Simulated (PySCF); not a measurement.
# C5H8O4 (dimethyl malonate): the cost of one run

Computed with PySCF 2.14.0, with density-fitted response routines of our own, on a single molecule, in the gas phase or a continuum. Atoms count from 0, in the outputs and in this text.

## 1. The molecule as given

17 atoms, charge 0, multiplicity 1; geometry from: GFN2-xTB. The atoms were then displaced at random by about 0.01 Å, so the start is not that level's minimum.

Bonds of the start (Å): C0–O1 1.43, O1–C2 1.34, C2–O3 1.21, C2–C4 1.51, C4–C5 1.52, C5–O6 1.20, C5–O7 1.32, O7–C8 1.42, C0–H9 1.11, C0–H10 1.09, C0–H11 1.06, C4–H12 1.10, C4–H13 1.08, C8–H14 1.07, C8–H15 1.08, C8–H16 1.11.

## 2. Optimising the geometry at PBE0-D3(BJ)/def2-SVP

The job: settings as JSON, then the geometry in Å.

```
{"job": {"xc": "PBE0", "basis": "def2-SVP", "d3": "d3bj", "grid": 1, "shake": 0.01, "kind": "geom"}, "charge": 0, "multiplicity": 1}
C      3.218350    -0.140700    -0.710420
O      2.047130    -0.668400    -0.073480
C      1.108860     0.182350     0.362440
O      1.239700     1.382920     0.305120
C     -0.054420    -0.580940     0.947770
C     -1.178740    -0.499630    -0.067660
O     -1.230730    -1.178930    -1.056720
O     -2.049230     0.428440     0.272110
C     -3.141910     0.641600    -0.610080
H      3.356200     0.909690    -0.372650
H      3.037310    -0.133430    -1.786300
H      4.050470    -0.743080    -0.440830
H     -0.403860    -0.077070     1.866470
H      0.215870    -1.609590     1.125720
H     -3.703490     1.472090    -0.239870
H     -3.773910    -0.237710    -0.673360
H     -2.754120     0.864200    -1.629740
```

Started as:

```console
$ OMP_NUM_THREADS=1 python probes_run.py task.json out
```

One launch serves the whole session: the jobs run in the order shown.

**Question.** How long does this first job take on 1 thread of Arm Neoverse V1, shared host, and how much memory does it need?

About 2.4 min, with a peak of 0.66 GiB.
